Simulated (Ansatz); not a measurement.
# Alloy of SrZrO3 and SrHfO3 (5 of 8 Zr sites exchanged), 40 atoms

Aim: relax the alloy cell and compare the gap by PBEsol.

Method: density functional theory in Ansatz 0.2.0, PAW datasets, plane waves.

## (1) The system as built

40 atoms (8 Sr, 5 Hf, 3 Zr, 24 O); a = 8.230 Å, b = 8.230 Å, c = 8.230 Å, α = 90.00°, β = 90.00°, γ = 90.00°. All atoms were shaken off their sites by about 0.02 Å along each axis.

Plan of the steps: (2) PBEsol cell relaxation at the single k point (¼, ¼, ¼), on 7 threads of Arm Neoverse-V2.

## (2) PBEsol relaxation of the cell and the positions

in.yaml

```yaml
crystal:
  lattice:
    - [8.229702, 0.000000, 0.000000]
    - [0.000000, 8.229702, 0.000000]
    - [0.000000, 0.000000, 8.229702]
  atoms:
    - { symbol: Sr, position: [0.992454, 0.998659, 0.000047] }
    - { symbol: Sr, position: [0.003206, 0.999385, 0.498165] }
    - { symbol: Sr, position: [0.997153, 0.503101, 0.000085] }
    - { symbol: Sr, position: [0.997220, 0.499392, 0.494481] }
    - { symbol: Sr, position: [0.498311, 0.998285, 0.006249] }
    - { symbol: Sr, position: [0.498743, 0.999483, 0.495629] }
    - { symbol: Sr, position: [0.496893, 0.501503, 0.002917] }
    - { symbol: Sr, position: [0.502498, 0.499704, 0.498921] }
    - { symbol: Hf, position: [0.248880, 0.249841, 0.251172] }
    - { symbol: Hf, position: [0.249242, 0.248116, 0.745666] }
    - { symbol: Hf, position: [0.249369, 0.749101, 0.750494] }
    - { symbol: Hf, position: [0.753002, 0.255854, 0.253118] }
    - { symbol: Hf, position: [0.750787, 0.249782, 0.745258] }
    - { symbol: Zr, position: [0.249306, 0.750158, 0.251182] }
    - { symbol: Zr, position: [0.751244, 0.748259, 0.247492] }
    - { symbol: Zr, position: [0.752620, 0.751653, 0.751154] }
    - { symbol: O, position: [0.252551, 0.251990, 0.999658] }
    - { symbol: O, position: [0.248896, 0.249054, 0.500109] }
    - { symbol: O, position: [0.255074, 0.748807, 0.995153] }
    - { symbol: O, position: [0.249069, 0.750933, 0.498161] }
    - { symbol: O, position: [0.749492, 0.249134, 0.002554] }
    - { symbol: O, position: [0.745323, 0.248974, 0.499005] }
    - { symbol: O, position: [0.750172, 0.747803, 0.001788] }
    - { symbol: O, position: [0.747003, 0.750123, 0.496301] }
    - { symbol: O, position: [0.997384, 0.252828, 0.248409] }
    - { symbol: O, position: [0.004420, 0.251983, 0.748873] }
    - { symbol: O, position: [0.000446, 0.746873, 0.249400] }
    - { symbol: O, position: [0.996719, 0.751460, 0.748239] }
    - { symbol: O, position: [0.500682, 0.252570, 0.248112] }
    - { symbol: O, position: [0.500668, 0.249703, 0.750817] }
    - { symbol: O, position: [0.500409, 0.750424, 0.248124] }
    - { symbol: O, position: [0.497913, 0.749788, 0.755177] }
    - { symbol: O, position: [0.250278, 0.996892, 0.250761] }
    - { symbol: O, position: [0.248121, 0.002658, 0.748177] }
    - { symbol: O, position: [0.249823, 0.498052, 0.250276] }
    - { symbol: O, position: [0.245063, 0.498919, 0.750746] }
    - { symbol: O, position: [0.746045, 0.002520, 0.249487] }
    - { symbol: O, position: [0.747286, 0.998779, 0.749340] }
    - { symbol: O, position: [0.752271, 0.500461, 0.250809] }
    - { symbol: O, position: [0.747205, 0.497242, 0.748806] }
  symmetry: { detect: false }
kpoints:
  mp_grid: { grid: [1, 1, 1], shift: [0.25, 0.25, 0.25] }
hamiltonian:
  xc: pbesol
scf:
  occupations: { method: fermi_dirac, width: 0.01 }
relax:
  f_tol: 0.03
  max_steps: 80
  escape_saddle: false
  adjacent_minimum: "off"
  cell: { fix: [shape] }
output:
  forces: true
  eigenvalues: true
  populations: true
```

Command:

```console
> ansatz run in.yaml --threads 7 --pin off --max-ram 13300MiB --runs-dir r --events-out ev --progress --plain
```

**Question.** What will these runs give? Wanted: for each run, top filled to lowest empty.

**Answer**, as computed:

```
             level                  time  top filled to lowest empty (eV)
PBEsol, relaxation  71 s (7 CPU threads)                             4.56
```

| quantity | value |
| --- | --- |
| relaxation | 13 recorded steps, 2.35 eV gained |
| largest shift | 0.48 Å (O19) |
| relaxed cell | a = 8.152 Å, b = 8.152 Å, c = 8.152 Å, α = 90.00°, β = 90.00°, γ = 90.00° |
| mean bonds | Hf–O 2.080, O–Sr 2.691, O–Zr 2.090 Å |

**Reading.** Relaxation gains 2.35 eV, with shifts up to 0.48 Å (O19), while the volume changes by -2.8 %. The mean lengths of the listed bonds run from Hf–O 2.08 Å to O–Sr 2.69 Å. With one k point the spacing samples only the states that fold onto it, so it can exceed the gap over the zone.
